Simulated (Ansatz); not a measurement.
# GaF (SMILES [F][Ga]) at 6 levels

We compute a comparison of 6 runs (B2PLYP/STO-3G, UB3LYP/STO-3G, UPBE0/STO-3G, wB97X/STO-3G, MP2/STO-3G, UMP2/STO-3G) of GaF. 

The results are computed with Ansatz 0.2.0.

56 further runs of the same task are left out: 29 that didn't finish, 27 set aside as unsound or not needed.

### 1 The system as given

GaF has 2 atoms, charge 0, and is taken as a singlet. As SMILES, `[F][Ga]`. The Ga2–F1 distance was set to 2.233 Å, away from the relaxed value.

Bond lengths: F1–Ga2 2.233 Å.

### 2 A single-point energy at B2PLYP/STO-3G (run 1)

in.yaml

```yaml
crystal:
  periodic: [false, false, false]
  atoms:
    - {symbol: F, position_ang: [0.000000, -0.000000, -0.440350]}
    - {symbol: Ga, position_ang: [-0.000000, 0.000000, 1.792850]}
basis:
  gaussian:
    orbitals: STO-3G
hamiltonian:
  xc: {name: B2PLYP}
correlation:
  frozen_orbitals: {F: 1, Ga: 9}
accuracy: high
```

Launch:

```
$ ansatz run in.yaml --threads 1 --pin off --max-ram 3480MiB --events-out events.jsonl --progress --plain --runs-dir runs
```

What it wrote, cut to the lines that bear on the results:

```text
Warning: RAYON_NUM_THREADS=1 ignored (pool sized by the plan → 1); use --threads N
Functional definition: B2PLYP
  name "B2PLYP"
[...]
286 factors; integrals over basis functions are off by at most 3.0e-8 eV
[...]
mean field -54422.48623393 eV, -1999.9894802110 hartree, gradient 9.8e-8 eV, S^2 0.000000; 16 other end points of the search recorded, 0 dependent functions left out; unrestricted orbitals would lower it
10 core orbitals not correlated: weight in the atoms' cores, before any rotation towards them, 1.000 or more for the frozen orbitals, at most 0.000 for the correlated occupied ones
reference -54422.48624841 eV, -1999.9894807429 hartree; 10, 10 occupied and 3, 3 virtual orbitals, 286 factors
second order -5.42656028 eV of doubles, -0.00000000 eV of singles
Total energy: -54423.95141968 eV, -2000.0433247941 hartree
```

Run time: 10 s. Hardware: 1 thread of Arm Neoverse V1, shared host.

### 3 A single-point energy at UB3LYP/STO-3G (run 2)

in.yaml

```yaml
crystal:
  periodic: [false, false, false]
  atoms:
    - {symbol: F, position_ang: [0.000000, -0.000000, -0.440350]}
    - {symbol: Ga, position_ang: [-0.000000, 0.000000, 1.792850]}
basis:
  gaussian: {orbitals: STO-3G}
magnetization: {spin_polarized: true}
hamiltonian: {xc: {name: B3LYP}}
accuracy: high
```

Launch:

```
$ ansatz run in.yaml --threads 1 --pin off --max-ram 3480MiB --events-out events.jsonl --progress --plain --runs-dir runs
```

What it wrote, cut to the lines that bear on the results:

```text
Warning: RAYON_NUM_THREADS=1 ignored (pool sized by the plan → 1); use --threads N
Functional definition: B3LYP
  name "B3LYP"
[...]
286 factors; integrals over basis functions are off by at most 3.0e-8 eV
[...]
mean field -54436.49744025 eV, -2000.5043825460 hartree, gradient 4.9e-9 eV, S^2 0.842089; 11 other end points of the search recorded, 0 dependent functions left out
reference -54436.49746267 eV, -2000.5043833699 hartree; 20, 20 occupied and 3, 3 virtual orbitals, 286 factors
Total energy: -54436.49746267 eV, -2000.5043833699 hartree
```

It took 30 s on 1 thread of Arm Neoverse V1, shared host; peak memory 0.12 GiB.

Runs 3 to 5 aren't shown in full; the table further down has their settings and results.

### 4 A single-point energy at UMP2/STO-3G (run 6)

input.yaml

```yaml
crystal:
  periodic: [false, false, false]
  atoms:
    - symbol: F
      position_ang: [0.000000, -0.000000, -0.440350]
    - symbol: Ga
      position_ang: [-0.000000, 0.000000, 1.792850]
basis:
  gaussian:
    orbitals: STO-3G
magnetization:
  spin_polarized: true
correlation:
  method: mp2
  frozen_orbitals: {F: 1, Ga: 9}
accuracy: high
```

Launch:

```
$ ansatz run input.yaml --threads 1 --pin off --max-ram 3480MiB --events-out events.jsonl --progress --plain --runs-dir runs
```

What it wrote, cut to the lines that bear on the results:

```text
Warning: RAYON_NUM_THREADS=1 ignored (pool sized by the plan → 1); use --threads N
Functional definition: HF
  name "HF"
[...]
286 factors; integrals over basis functions are off by at most 3.0e-8 eV
[...]
mean field -54394.16884797 eV, -1998.9488354712 hartree, gradient 1.0e-8 eV, S^2 1.569517; 20 other end points of the search recorded, 0 dependent functions left out
10 core orbitals not correlated: weight in the atoms' cores, before any rotation towards them, 0.999 or more for the frozen orbitals, at most 0.000 for the correlated occupied ones
reference -54394.16884797 eV, -1998.9488354712 hartree; 10, 10 occupied and 3, 3 virtual orbitals, 286 factors
second order -0.46668330 eV of doubles, -0.00000000 eV of singles
Total energy: -54394.63553128 eV, -1998.9659857663 hartree
```

It took 1.7 s on 1 thread of Arm Neoverse V1, shared host.

### 5 All runs side by side

| run | level | frozen core orbitals | energy (Eh) | wall time |
| --- | --- | --- | --- | --- |
| 1 | B2PLYP/STO-3G | 10 | -2000.043325 | 10 s |
| 2 | UB3LYP/STO-3G | – | -2000.504383 | 30 s |
| 3 | UPBE0/STO-3G | – | -2000.234612 | 28 s |
| 4 | wB97X/STO-3G | – | -2000.514690 | 47 s |
| 5 | MP2/STO-3G | 10 | -1998.857501 | 0.97 s |
| 6 | UMP2/STO-3G | 10 | -1998.965986 | 1.7 s |

### 6 What came out

| quantity | value |
| --- | --- |
| run 6: total energy | -1998.96599 Eh |
| run 6: correlation energy (10 core orbitals frozen) | -17.2 mEh |
| run 6: ⟨S²⟩ of the reference determinant | 1.570 |

In words: Totals of different functionals can't be ranked against each other. In runs 1, 5 the log says that unrestricted orbitals would lower the reference, so the values rest on an unstable closed-shell determinant (other closed-shell runs at this shape may share the fault). In runs 1, 2, 3, 4, 5, 6 the basis is minimal, so the values are rough. Spin contamination of the reference: run 6 ⟨S²⟩ = 1.57, run 3 ⟨S²⟩ = 0.86, run 2 ⟨S²⟩ = 0.84. Where it is this large, the reference is a mixture of spin states, and values that rest on it are in doubt. All runs together took 2 min, the longest 47 s.
